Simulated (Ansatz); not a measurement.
# ClFHIn: up Jacob's ladder to CCSD(T)

An exercise on one series of results from a longer session: the logs are not shown, and one member is left open.

The runs use Ansatz 0.2.0, Gaussian basis; functionals in def2-TZVPP, the program's frozen cores in correlated methods.

Plan: LDA (SPW92), PBE-D4, revPBE-D4, BLYP-D4, r2SCAN-D4, B97M-V, PBE0-D4, B3LYP-D4, r2SCANh-D4, r2SCAN0-D4, HSE06-D4, BHLYP-D4, CAM-B3LYP-D4, LC-ωPBE, ωB97X-V, ωB97M-V, B2PLYP, PBE-QIDH; CCSD(T)/def2-SVP; CCSD(T)/def2-TZVPP; MP2/def2-QZVPP; extrapolation to the limit.

1 further run of the same task is left out (for a known fault of the program).

## The geometry

The geometry comes from an earlier relaxation with PBE0-D4 in a triple-zeta def2 set; it is a stationary point. In takes the def2 core potential; no spin-orbit term is included.

SMILES `[F][InH][Cl]`, 4 atoms, charge 0, spin multiplicity 1.

Atoms are counted from 1 here; the program's logs count them from 0.

Bond lengths: F1–In2 1.939 Å, In2–Cl3 2.305 Å, In2–H4 1.688 Å. Angles: F1–In2–Cl3 109.3°, F1–In2–H4 121.8°, Cl3–In2–H4 128.9°.

The first run:

The input, in.yaml:

```yaml
crystal:
  periodic: [false, false, false]
  atoms:
    - {symbol: F, position_ang: [-1.569221, -0.190453, 0.987750]}
    - {symbol: In, position_ang: [-0.021137, 0.130339, -0.135572]}
    - {symbol: Cl, position_ang: [1.671113, -1.313051, 0.468232]}
    - {symbol: H, position_ang: [-0.025255, 1.312765, -1.340710]}
basis:
  gaussian: {orbitals: def2-TZVPP}
hamiltonian: {xc: lda}
output: {orbitals: {seedname: orbitals}}
```

Launch:

```bash
ansatz run in.yaml --threads 2 --pin off --events-out ev --progress --plain --max-ram 32768MiB --backend cpu
```

Among the steps run: LDA; PBE-D4 (GGA); revPBE-D4 (GGA); BLYP-D4 (GGA); r2SCAN-D4 (meta-GGA); B97M-V (meta-GGA); B3LYP-D4 (hybrid); r2SCANh-D4 (hybrid); r2SCAN0-D4 (hybrid); HSE06-D4 (hybrid); BHLYP-D4 (hybrid); CAM-B3LYP-D4 (range-separated); LC-ωPBE (range-separated); ωB97X-V (range-separated); ωB97M-V (range-separated); B2PLYP (double hybrid); PBE-QIDH (double hybrid).

One table of the session follows, with a row left open; its other results are not shown here.

It belongs to the step «Orbital energies across the functionals». 

| functional | HOMO (eV) | LUMO (eV) | gap (eV) |
| --- | --- | --- | --- |
| LDA (SPW92) | -7.82 | -2.98 | 4.84 |
| PBE-D4 | ? | ? | ? |
| revPBE-D4 | -7.60 | -2.60 | 5.00 |
| BLYP-D4 | -7.51 | -2.71 | 4.80 |
| r2SCAN-D4 | -8.01 | -2.43 | 5.58 |
| B97M-V | -8.10 | -2.58 | 5.52 |
| PBE0-D4 | -9.08 | -1.84 | 7.24 |
| B3LYP-D4 | -8.81 | -2.16 | 6.65 |
| r2SCANh-D4 | -8.53 | -2.11 | 6.42 |
| r2SCAN0-D4 | -9.31 | -1.67 | 7.65 |
| HSE06-D4 | -8.67 | -2.20 | 6.47 |
| BHLYP-D4 | -10.35 | -1.24 | 9.11 |
| CAM-B3LYP-D4 | -10.46 | -1.06 | 9.41 |
| LC-ωPBE | -11.88 | 0.12 | 12.00 |
| ωB97X-V | -11.50 | -0.02 | 11.48 |
| ωB97M-V | -11.35 | -0.31 | 11.04 |

Estimate the missing values for PBE-D4.

The run gave: HOMO (eV): -7.66; LUMO (eV): -2.71; gap (eV): 4.95. In the column «HOMO (eV)» it lies between LDA (SPW92) (-7.82) and revPBE-D4 (-7.60).
